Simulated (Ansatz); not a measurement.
# F₂HNSi + NH₃: a complex and its separated parts

Aim: how far the complex at one end of a reaction step lies below its separated, relaxed parts, level by level.

The runs use Ansatz 0.2.0, Gaussian basis; PBE0-D4/def2-TZVP structures, single points in def2-TZVPP, no counterpoise correction.

Levels: SPW92, PBE-D4, BLYP-D4, r2SCAN-D4, B97M-V, PBE0-D4, B3LYP-D4, r2SCAN0-D4, BHLYP-D4, CAM-B3LYP-D4, wB97X-V, wB97M-V, B2PLYP, PBE-QIDH, RPA on PBE, Hartree-Fock, MP2, CCSD, CCSD(T).

Correlated methods freeze the cores. B3LYP uses VWN-RPA correlation. B2PLYP carries no dispersion term here.

56 further runs of the same task are left out: 56 set aside as unsound or not needed.

### Step 1. Where the work starts

The complex: 9 atoms, charge 0, spin multiplicity 1.

Atoms are counted from 1 here; the program's logs count them from 0.

Bond lengths: Si1–N2 1.902 Å, Si1–N3 1.584 Å, Si1–F5 1.602 Å, Si1–F6 1.602 Å, N2–H4 1.020 Å, N2–H7 1.016 Å, N2–H8 1.016 Å, N3–H9 1.004 Å. Angles: N2–Si1–N3 98.3°, N2–Si1–F5 97.7°, N2–Si1–F6 97.7°, N3–Si1–F5 126.7°, N3–Si1–F6 126.7°, F5–Si1–F6 100.8°, Si1–N2–H4 100.8°, Si1–N2–H7 113.5°, Si1–N2–H8 113.5°, H4–N2–H7 109.9°, H4–N2–H8 109.9°, H7–N2–H8 109.0°, Si1–N3–H9 129.1°.

As a file:

```xyz
9
F2H4N2Si
Si   -0.4793   -0.0732    0.6209
N     1.0216    0.0381   -0.5413
N    -1.6198    0.1383   -0.4576
H     0.5583    0.1931   -1.4369
F     0.0156    0.9906    1.7121
F    -0.0887   -1.4487    1.3439
H     1.6387    0.8170   -0.3318
H     1.5689   -0.8166   -0.5784
H    -2.6152    0.1617   -0.3309
```

Its parts: F₂HNSi holds atoms 1, 3, 5, 6, 9; NH₃ holds atoms 2, 4, 7, 8. Each part counts its atoms afresh in its own runs.

### Step 2. Relaxing F₂HNSi alone

relax-a/in.yaml

```yaml
crystal:
  periodic: [false, false, false]
  atoms:
    - {symbol: Si, position_ang: [-0.479333, -0.073234, 0.620920]}
    - {symbol: N, position_ang: [-1.619771, 0.138278, -0.457575]}
    - {symbol: F, position_ang: [0.015554, 0.990615, 1.712063]}
    - {symbol: F, position_ang: [-0.088659, -1.448740, 1.343859]}
    - {symbol: H, position_ang: [-2.615176, 0.161684, -0.330918]}
basis:
  gaussian: {orbitals: def2-TZVP}
hamiltonian: {xc: pbe0, dispersion: d4}
relax: {f_tol: 0.005, max_steps: 200}
```

Command:

```sh
$ ansatz run in.yaml --threads 4 --pin off --events-out ev --progress --plain --max-ram 9574MiB
```

Further steps of the session: Relaxing NH₃ alone; SPW92/def2-TZVPP; PBE-D4/def2-TZVPP; BLYP-D4/def2-TZVPP; r2SCAN-D4/def2-TZVPP; B97M-V/def2-TZVPP; PBE0-D4/def2-TZVPP; B3LYP-D4/def2-TZVPP; r2SCAN0-D4/def2-TZVPP; BHLYP-D4/def2-TZVPP; CAM-B3LYP-D4/def2-TZVPP; wB97X-V/def2-TZVPP; wB97M-V/def2-TZVPP; B2PLYP/def2-TZVPP; PBE-QIDH/def2-TZVPP; RPA on PBE/def2-TZVPP; CCSD(T)/def2-TZVPP; Vibrations of F₂HNSi; Vibrations of NH₃.

**Question.** What will these runs give? Wanted: complex less parts, CCSD(T)/def2-TZVPP; with zero-point energy; largest T1 diagnostic.

**Answer**, as computed:

```
                              quantity      value
complex less parts, CCSD(T)/def2-TZVPP  -1.599 eV
                with zero-point energy  -1.449 eV
                 largest T1 diagnostic      0.015
```

**Reading.** At CCSD(T) the complex lies 1.599 eV below its parts. Among the functionals B3LYP-D4 lands nearest to CCSD(T) (+0.007 eV) and SPW92 farthest (-0.377 eV). By rung, the mean size of the error is: LDA 0.377, GGA 0.081, meta-GGA 0.047, hybrid 0.118, range-separated hybrid 0.099, double hybrid 0.108 eV. PBE-D4 gives a relative energy 0.013 eV too high, inside chemical accuracy (1 kcal/mol, 0.043 eV). No counterpoise was applied, and triple zeta lacks some correlation, so the CCSD(T) reference has a basis error of its own, and close matches with it are partly luck.
